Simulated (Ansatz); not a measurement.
# CH6ClFOSSi2: up Jacob's ladder to CCSD(T)

How much do the methods differ for CH6ClFOSSi2? The plan is to run it at one geometry with functionals of several rungs and with coupled cluster, and see how far each lands from CCSD(T) at the basis-set limit for the atomisation energy.

Computed with Ansatz 0.2.0, Gaussian basis. Level: functionals in def2-TZVPP, the program's frozen cores in correlated methods.

Plan: PBE-D4, r2SCAN-D4, PBE0-D4, B3LYP-D4, ωB97X-V, ωB97M-V, B2PLYP; CCSD(T)/def2-TZVPP; MP2/def2-QZVPP; extrapolation to the limit.

**1. The geometry**

The geometry comes from an earlier relaxation with PBE0-D4 in a triple-zeta def2 set; it is a stationary point, not always the lowest conformer.

SMILES `CO[SiH](F)S[SiH2]Cl`, 13 atoms, charge 0, spin multiplicity 1.

Atoms are counted from 1 here; the program's logs count them from 0.

Bond lengths: C1–O2 1.414 Å, C1–H8 1.090 Å, C1–H9 1.094 Å, C1–H10 1.093 Å, O2–Si3 1.613 Å, Si3–F4 1.594 Å, Si3–S5 2.132 Å, Si3–H11 1.470 Å, S5–Si6 2.125 Å, Si6–Cl7 2.051 Å, Si6–H12 1.479 Å, Si6–H13 1.477 Å. Angles: O2–C1–H8 107.8°, O2–C1–H9 111.1°, O2–C1–H10 111.0°, H8–C1–H9 108.8°, H8–C1–H10 109.0°, H9–C1–H10 109.1°, C1–O2–Si3 127.7°, O2–Si3–F4 110.6°, O2–Si3–S5 109.0°, O2–Si3–H11 108.5°, F4–Si3–S5 108.0°, F4–Si3–H11 107.7°, S5–Si3–H11 113.1°, Si3–S5–Si6 97.6°, S5–Si6–Cl7 111.7°, S5–Si6–H12 110.4°, S5–Si6–H13 107.2°, Cl7–Si6–H12 107.3° and more.

**2. PBE-D4 (GGA)**

Input file in.yaml:

```yaml
crystal:
  periodic: [false, false, false]
  atoms:
    - {symbol: C, position_ang: [-0.683226, 2.540214, -0.722752]}
    - {symbol: O, position_ang: [-1.332527, 1.315054, -0.446526]}
    - {symbol: Si, position_ang: [-0.678647, -0.159171, -0.399065]}
    - {symbol: F, position_ang: [-0.246169, -0.627862, -1.859636]}
    - {symbol: S, position_ang: [1.069252, -0.102761, 0.820205]}
    - {symbol: Si, position_ang: [1.312171, -2.200458, 1.057896]}
    - {symbol: Cl, position_ang: [0.258926, -2.907475, 2.669649]}
    - {symbol: H, position_ang: [-1.414469, 3.339550, -0.603317]}
    - {symbol: H, position_ang: [0.144347, 2.712938, -0.028218]}
    - {symbol: H, position_ang: [-0.300663, 2.558724, -1.746703]}
    - {symbol: H, position_ang: [-1.693252, -1.104208, 0.090448]}
    - {symbol: H, position_ang: [0.817585, -2.916383, -0.138367]}
    - {symbol: H, position_ang: [2.746682, -2.448155, 1.306377]}
basis:
  gaussian: {orbitals: def2-TZVPP}
hamiltonian: {xc: pbe, dispersion: d4}
output: {forces: true, orbitals: {seedname: orbitals}}
```

On the command line:

```
$ ansatz run in.yaml --threads 2 --pin off --events-out ev --progress --plain --max-ram 32768MiB --backend cuda --devices 0, --max-vram 18GiB
```

The runs that follow: r2SCAN-D4 (meta-GGA); PBE0-D4 (hybrid); B3LYP-D4 (hybrid); ωB97X-V (range-separated); ωB97M-V (range-separated); B2PLYP (double hybrid); CCSD(T) in def2-TZVPP; MP2 in def2-QZVPP.

Before running them: what should the planned runs give, taken together? Wanted: atomisation energy, CCSD(T)/CBS; farthest; mean size of error, hybrid; mean size of error, range-separated; gap, smallest and largest; T1 diagnostic; triples share of the correlation energy.

As calculated:

```
                               quantity                                 value
        atomisation energy, CCSD(T)/CBS                             49.326 eV
    functionals within 0.247 eV (0.5 %)           r2SCAN-D4, ωB97X-V, ωB97M-V
                               farthest                    B2PLYP (-0.949 eV)
             mean size of error, hybrid                              0.475 eV
    mean size of error, range-separated                              0.094 eV
              gap, smallest and largest  5.78 eV (PBE-D4), 12.36 eV (ωB97X-V)
                          T1 diagnostic                                0.0114
triples share of the correlation energy                                 3.7 %
```

What this shows: PBE-D4 is off by +0.265 eV. Double hybrids carry the basis error of their MP2 part in triple zeta, and no dispersion term here, so their miss is partly the set-up's. Misses under about 0.247 eV are within the doubt on the reference itself, which lacks core-valence correlation, relativity and higher excitations. Hartree-Fock recovers 73 % of the binding; the rest is correlation. Orbital gaps span 5.8 to 12.4 eV; exact exchange widens them.
